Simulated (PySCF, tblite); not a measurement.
**C₂H₆FGeN, a complex of two parts: NMR shifts, interaction energy, spin-spin couplings and core binding energies, part 1 of 3**

What NMR shifts, interaction energy, spin-spin couplings and core binding energies should one expect for `[F][GeH3]` with `CC#N`?

Computed with tblite 0.8.0 and PySCF 2.14.0; each step states its level. No surroundings beyond the atoms listed, unless a continuum is named. Atoms count from 0, parts from 1.

### Step 1. The system as given

11 atoms, charge 0, multiplicity 1; geometry: rigid parts in contact. Parts: 1 = atoms 0–4, `[F][GeH3]`, charge 0; 2 = atoms 5–10, `CC#N`, charge 0.

### Step 2. Docking the parts with GFN2-xTB

The job: settings as JSON, then the geometry in Å.

```
{"job": {"kind": "dock", "xc": "GFN2-xTB", "basis": "xTB"}, "charge": 0, "multiplicity": 1, "parts": [{"atoms": "0-4", "charge": 0, "multiplicity": 1}, {"atoms": "5-10", "charge": 0, "multiplicity": 1}]}
Ge    -0.125135    -0.017466     0.057889
F      1.437669     0.197655    -0.663121
H     -0.992466    -0.388355    -1.099633
H      0.097509    -1.111304     1.049387
H     -0.417576     1.319470     0.655477
C     -0.335165     0.049024     4.038612
C     -1.288719    -0.098789     2.974136
N     -2.049607    -0.214956     2.129675
H      0.669374     0.116999     3.622665
H     -0.556390     0.955375     4.601199
H     -0.394934    -0.813117     4.701852
```

Level: GFN2-xTB search for minima from random contacts, gas phase.

The run is started by

```sh
OMP_NUM_THREADS=1 python cluster_run.py task.json out
```

This one command runs all jobs of the session in turn.

Output:

```text
step      E/eV     max force
  0    -460.27993    0.529
  1    -460.28414    0.888
  2    -460.29614    0.302
  3    -460.30455    0.282
  4    -460.31740    0.409
  5    -460.32770    0.379
  6    -460.33600    0.233
  7    -460.33997    0.163
  8    -460.34258    0.228
  9    -460.34525    0.239
 10    -460.34758    0.189
 11    -460.34955    0.163
 12    -460.35143    0.172
 13    -460.35342    0.165
 14    -460.35542    0.158
 15    -460.35706    0.102
 16    -460.35812    0.091
 17    -460.35893    0.100
 18    -460.35987    0.132
 19    -460.36086    0.121
 20    -460.36164    0.071
 21    -460.36223    0.076
 22    -460.36287    0.075
 23    -460.36368    0.114
 24    -460.36443    0.094
 25    -460.36489    0.068
 26    -460.36522    0.063
 27    -460.36571    0.089
 28    -460.36690    0.183
 29    -460.37012    0.325
 30    -460.37985    0.507
 31    -460.38439    0.559
 32    -460.39483    0.472
 33    -460.41186    0.368
 34    -460.42668    0.305
 35    -460.43551    0.441
 36    -460.44354    0.629
 37    -460.45077    0.509
 38    -460.46428    0.373
 39    -460.47521    0.638
 40    -460.48284    0.589
 41    -460.49046    0.407
 42    -460.49817    0.923
 43    -460.50512    0.330
 44    -460.51050    0.173
 45    -460.51315    0.496
 46    -460.51542    0.194
 47    -460.51674    0.229
 48    -460.51944    0.180
 49    -460.52270    0.139
 50    -460.52664    0.238
 51    -460.52885    0.156
 52    -460.53062    0.165
 53    -460.53216    0.244
 54    -460.53400    0.218
 55    -460.53752    0.142
 56    -460.54095    0.148
 57    -460.54412    0.101
 58    -460.54612    0.239
 59    -460.54729    0.198
 60    -460.54917    0.123
 61    -460.55060    0.120
 62    -460.55161    0.121
 63    -460.55235    0.070
 64    -460.55322    0.127
 65    -460.55421    0.185
 66    -460.55496    0.084
 67    -460.55545    0.069
 68    -460.55565    0.046
 69    -460.55573    0.034
 70    -460.55584    0.062
 71    -460.55593    0.075
 72    -460.55602    0.063
 73    -460.55608    0.036
 74    -460.55612    0.017
 75    -460.55616    0.014

distinct minima (kcal/mol above the one taken): 0.00
binding energy -8.772 kcal/mol
```

It took 1.3 s on 1 thread of AMD EPYC 9R45, shared host.

The steps of the relaxation:

```
step  energy from step 0 (eV)  largest force (eV/Å)
   0                   0.0000                0.5291
   3                  -0.0246                0.2817
   6                  -0.0561                0.2328
   9                  -0.0653                0.2397
  12                  -0.0715                0.1723
  15                  -0.0771                0.1022
  18                  -0.0799                0.1318
  21                  -0.0823                0.0760
  24                  -0.0845                0.0947
  27                  -0.0858                0.0895
  30                  -0.0999                0.5062
  33                  -0.1319                0.3676
  36                  -0.1636                0.6295
  39                  -0.1953                0.6385
  42                  -0.2182                0.9227
  45                  -0.2332                0.4962
  48                  -0.2395                0.1796
  51                  -0.2489                0.1562
  54                  -0.2541                0.2177
  57                  -0.2642                0.1014
  60                  -0.2692                0.1230
  63                  -0.2724                0.0702
  66                  -0.2750                0.0845
  69                  -0.2758                0.0341
  72                  -0.2761                0.0627
  75                  -0.2762                0.0145
```

Distances of close pairs at the start and the end, largest changes first:

```
  bond  before (Å)  after (Å)  change (Å)
Ge0–F1       1.734      1.762      +0.028
Ge0–H2       1.493      1.486      -0.007
 C5–C6       1.437      1.431      -0.005
Ge0–H3       1.493      1.488      -0.005
Ge0–H4       1.493      1.491      -0.002
 C6–N7       1.143      1.143      +0.000
 C5–H8       1.089      1.089      -0.000
 C5–H9       1.089      1.089      -0.000
```

Contacts between the parts in the structure taken on (a selection, picked against the atoms' radii; other short pairs can be missing):

```
   atoms  distance (Å)  kind (by distance and angle)  angle (°)
Ge0···N7          2.59                   tetrel bond        179
```

### Step 3. Geometry optimisation at PBE0-D3(BJ)/def2-SVPD

The job: settings as JSON, then the geometry in Å.

```
{"job": {"xc": "PBE0", "basis": "def2-SVPD", "d3": "d3bj", "grid": 2, "kind": "geom", "shake": 0.01}, "charge": 0, "multiplicity": 1, "parts": [{"atoms": "0-4", "charge": 0, "multiplicity": 1}, {"atoms": "5-10", "charge": 0, "multiplicity": 1}]}
Ge     0.026372    -0.052515    -0.405560
F      0.495099     0.046123    -2.101339
H     -1.476933    -0.255214    -0.556338
H      0.861337    -1.169551     0.064561
H      0.421720     1.314581     0.059285
C     -0.721145     0.058196     4.646051
C     -0.684720    -0.070475     3.222804
N     -0.664524    -0.161044     2.078881
H      0.290810     0.250028     5.028326
H     -1.369904     0.877806     4.942327
H     -1.100866    -0.871900     5.099440
```

Output:

```text
step   0  E = -2310.48469335  max force = 0.017758
step   1  E = -2310.48793730  max force = 0.012500
step   2  E = -2310.48850821  max force = 0.004357
step   3  E = -2310.48856142  max force = 0.000760
step   4  E = -2310.48857712  max force = 0.000540
step   5  E = -2310.48859313  max force = 0.001180
step   6  E = -2310.48861590  max force = 0.001504
step   7  E = -2310.48863802  max force = 0.001149
step   8  E = -2310.48865512  max force = 0.000448
step   9  E = -2310.48866977  max force = 0.000380
optimisation converged
```

Wall time 63 s (1 thread of AMD EPYC 9R45, shared host); peak memory 0.82 GiB.

Along the way:

```
step  energy from step 0 (eV)  largest force component (eV/Å)
   0                   0.0000                          0.9132
   1                  -0.0883                          0.6428
   2                  -0.1038                          0.2240
   3                  -0.1053                          0.0391
   4                  -0.1057                          0.0278
   5                  -0.1061                          0.0607
   6                  -0.1067                          0.0773
   7                  -0.1073                          0.0591
   8                  -0.1078                          0.0230
   9                  -0.1082                          0.0195
```

Distances of close pairs at the start and the end, largest changes first:

```
  bond  before (Å)  after (Å)  change (Å)
Ge0–H3       1.472      1.530      +0.058
Ge0–H4       1.497      1.530      +0.033
 C5–C6       1.430      1.451      +0.022
Ge0–F1       1.762      1.783      +0.020
 C5–H9       1.086      1.098      +0.012
 C6–N7       1.148      1.154      +0.006
Ge0–H2       1.524      1.530      +0.005
C5–H10       1.102      1.098      -0.004
```

The next job starts from the end point, and lists it.

```
                         at the end point                 value
rotational constants (GHz, main isotopes)  50.725, 0.743, 0.743
                        dipole moment (D)                  8.06
```

Contacts at the end point (a selection, picked against the atoms' radii; other short pairs can be missing):

```
   atoms  distance (Å)  kind (by distance and angle)  angle (°)
Ge0···N7          2.80                   tetrel bond        180
```

Against the parts relaxed at this level the binding energy is -6.94 kcal/mol, without counterpoise.

### Step 4. Shielding tensors: PBE0/pcSseg-2

The job: settings as JSON, then the geometry in Å.

```
{"job": {"kind": "nmr", "xc": "PBE0", "basis": "pcSseg-2"}, "charge": 0, "multiplicity": 1, "parts": [{"atoms": "0-4", "charge": 0, "multiplicity": 1}, {"atoms": "5-10", "charge": 0, "multiplicity": 1}]}
Ge     0.034264    -0.067265    -0.537826
F      0.337770    -0.160075    -2.291942
H     -1.475088    -0.289131    -0.427509
H      0.894478    -1.197918     0.029023
H      0.503583     1.341139    -0.168817
C     -0.790327     0.117330     4.802704
C     -0.593552     0.084622     3.365257
N     -0.430056     0.059214     2.223097
H      0.168501     0.292992     5.308531
H     -1.486495     0.923573     5.069778
H     -1.204798    -0.839220     5.148066
```

Method: GIAO PBE0/pcSseg-2 NMR shielding, non-relativistic, gas phase.

Output:

```text
coarse grid: 43032 points
cycle   1  E = -2310.9064605452  dE = -5.300e-01  |g| = 1.234e+00  |ddm| = 2.274e+00
cycle   2  E = -2310.6074665726  dE =  2.990e-01  |g| = 1.858e+00  |ddm| = 1.111e+00
cycle   3  E = -2311.0232514726  dE = -4.158e-01  |g| = 3.262e-01  |ddm| = 8.395e-01
cycle   4  E = -2311.0385578060  dE = -1.531e-02  |g| = 1.498e-01  |ddm| = 1.877e-01
cycle   5  E = -2311.0418636318  dE = -3.306e-03  |g| = 6.283e-02  |ddm| = 8.409e-02
cycle   6  E = -2311.0425541967  dE = -6.906e-04  |g| = 4.750e-03  |ddm| = 2.717e-02
cycle   7  E = -2311.0425558850  dE = -1.688e-06  |g| = 1.749e-03  |ddm| = 3.256e-03
final grid: 90288 points
cycle   8  E = -2311.0425505544  dE = -8.605e-08  |g| = 1.800e-03  |ddm| = 2.421e-03
cycle   9  E = -2311.0425504366  dE =  1.178e-07  |g| = 2.083e-03  |ddm| = 2.222e-03
cycle  10  E = -2311.0425512010  dE = -7.644e-07  |g| = 3.665e-04  |ddm| = 1.104e-03
cycle  11  E = -2311.0425512242  dE = -2.321e-08  |g| = 5.947e-05  |ddm| = 1.779e-04
cycle  12  E = -2311.0425512249  dE = -6.476e-10  |g| = 1.486e-05  |ddm| = 3.220e-05
converged SCF energy = -2311.0425512249

GIAO shielding tensors (ppm)
atom      isotropic    diamagn.    paramagn.     s11        s22        s33       span
  0 Ge    1412.958    2752.855   -1339.897   1322.280   1323.413   1593.182    270.901
  1 F      407.023     468.163     -61.140    403.209    408.820    409.040      5.831
  2 H       26.232      28.150      -1.918     19.320     24.052     35.325     16.005
  3 H       26.216      28.291      -2.075     19.293     24.079     35.275     15.982
  4 H       26.231      28.237      -2.006     19.328     24.045     35.319     15.992
  5 C      183.687     239.332     -55.646    175.836    175.841    199.382     23.546
  6 C       60.897     271.172    -210.274    -53.838    -53.810    290.339    344.177
  7 N      -23.426     338.379    -361.804   -193.244   -193.112    316.079    509.322
  8 H       29.463      26.873       2.590     24.760     27.538     36.090     11.330
  9 H       29.478      26.515       2.963     24.780     27.506     36.149     11.369
 10 H       29.475      26.603       2.873     24.776     27.525     36.124     11.348

== part 1 alone, relaxed ==
coarse grid: 20136 points
cycle   1  E = -2178.2916706575  dE = -7.564e-01  |g| = 1.175e+00  |ddm| = 1.484e+00
cycle   2  E = -2178.0788358190  dE =  2.128e-01  |g| = 1.711e+00  |ddm| = 8.819e-01
cycle   3  E = -2178.3853083857  dE = -3.065e-01  |g| = 2.489e-01  |ddm| = 6.603e-01
cycle   4  E = -2178.3936543558  dE = -8.346e-03  |g| = 8.885e-02  |ddm| = 1.135e-01
cycle   5  E = -2178.3943372855  dE = -6.829e-04  |g| = 4.702e-03  |ddm| = 2.563e-02
cycle   6  E = -2178.3943386320  dE = -1.347e-06  |g| = 7.316e-04  |ddm| = 1.848e-03
final grid: 40760 points
cycle   7  E = -2178.3943456749  dE =  1.916e-08  |g| = 1.216e-03  |ddm| = 9.767e-04
cycle   8  E = -2178.3943452876  dE =  3.872e-07  |g| = 2.042e-03  |ddm| = 1.196e-03
cycle   9  E = -2178.3943458938  dE = -6.062e-07  |g| = 6.659e-05  |ddm| = 7.394e-04
cycle  10  E = -2178.3943458941  dE = -2.724e-10  |g| = 1.612e-05  |ddm| = 2.005e-05
converged SCF energy = -2178.3943458941

GIAO shielding tensors (ppm)
atom      isotropic    diamagn.    paramagn.     s11        s22        s33       span
  0 Ge    1367.345    2753.341   -1385.997   1246.678   1246.705   1608.650    361.972
  1 F      447.149     468.688     -21.539    404.292    468.569    468.587     64.294
  2 H       25.822      27.540      -1.718     19.945     21.803     35.718     15.773
  3 H       25.822      27.541      -1.719     19.945     21.803     35.718     15.773
  4 H       25.822      27.537      -1.715     19.944     21.803     35.718     15.774

== part 2 alone, relaxed ==
coarse grid: 5096 points
cycle   1  E = -132.5955094520  dE =  2.182e-01  |g| = 4.107e-01  |ddm| = 1.630e+00
cycle   2  E = -132.4547498974  dE =  1.408e-01  |g| = 9.026e-01  |ddm| = 8.788e-01
cycle   3  E = -132.6364836625  dE = -1.817e-01  |g| = 7.900e-02  |ddm| = 5.972e-01
cycle   4  E = -132.6378856318  dE = -1.402e-03  |g| = 2.575e-02  |ddm| = 7.026e-02
cycle   5  E = -132.6380406580  dE = -1.550e-04  |g| = 3.463e-03  |ddm| = 1.596e-02
cycle   6  E = -132.6380432220  dE = -2.564e-06  |g| = 1.106e-03  |ddm| = 3.382e-03
final grid: 49528 points
cycle   7  E = -132.6412912708  dE = -3.704e-05  |g| = 4.638e-03  |ddm| = 2.295e-02
cycle   8  E = -132.6412913095  dE = -3.873e-08  |g| = 4.665e-03  |ddm| = 5.783e-03
cycle   9  E = -132.6412964128  dE = -5.103e-06  |g| = 7.632e-04  |ddm| = 2.712e-03
cycle  10  E = -132.6412965186  dE = -1.058e-07  |g| = 3.193e-04  |ddm| = 5.785e-04
cycle  11  E = -132.6412965388  dE = -2.021e-08  |g| = 6.581e-05  |ddm| = 1.762e-04
cycle  12  E = -132.6412965399  dE = -1.052e-09  |g| = 5.966e-06  |ddm| = 5.579e-05
cycle  13  E = -132.6412965399  dE = -7.503e-12  |g| = 5.823e-07  |ddm| = 3.744e-06
converged SCF energy = -132.6412965399

GIAO shielding tensors (ppm)
atom      isotropic    diamagn.    paramagn.     s11        s22        s33       span
  0 C      183.438     243.797     -60.358    176.134    176.136    198.044     21.910
  1 C       60.875     263.139    -202.264    -54.372    -54.372    291.371    345.743
  2 N      -38.161     333.463    -371.623   -212.318   -212.308    310.144    522.463
  3 H       29.527      28.669       0.858     25.078     27.526     35.978     10.899
  4 H       29.525      28.666       0.860     25.076     27.526     35.974     10.898
  5 H       29.526      28.661       0.865     25.077     27.526     35.975     10.898
```

Wall time 29 s (1 thread of AMD EPYC 9R45, shared host); peak memory 1.2 GiB.

No reference compound was run at this level, so shieldings alone are listed. Atoms listed in one row are averaged.

```
  atoms                          environment  σ (ppm)
     C6                carbon bonded to C, N     60.9
     C5              carbon bonded to C, 3 H    183.7
     H3  hydrogen on a germanium bonded to F    26.22
 H2, H4  hydrogen on a germanium bonded to F    26.23
H8, H10     hydrogen on a carbon bonded to C    29.47
     H9     hydrogen on a carbon bonded to C    29.48
    Ge0           germanium bonded to F, 3 H     1413
     F1                fluorine bonded to Ge    407.0
     N7                 nitrogen bonded to C    -23.4
```

The run also stored atomic charges by several schemes (e):

```
atoms  Mulliken    IAO  Hirshfeld  ESP fit
  Ge0      0.72   0.80       0.38     0.51
   F1     -0.49  -0.57      -0.30    -0.39
   C5     -0.05  -0.47      -0.08    -0.62
   C6      0.06   0.18       0.11     0.52
   N7     -0.21  -0.24      -0.17    -0.52
```

Mayer bond orders: Ge0–F1 0.78, C5–C6 0.97, C6–N7 3.08.

Against the parts alone, each relaxed by itself:

```
atom  σ alone (ppm)  σ in the cluster  shift on binding (ppm)
 Ge0        1367.34           1412.96                  -45.61
  F1         447.15            407.02                  +40.13
  N7         -38.16            -23.43                  -14.73
  C5         183.44            183.69                   -0.25
 H10          29.53             29.48                   +0.05
  H2          25.82             26.23                   -0.41
  H4          25.82             26.23                   -0.41
  H3          25.82             26.22                   -0.39
  H8          29.53             29.46                   +0.06
```

(Continued in part 2 of 3.)
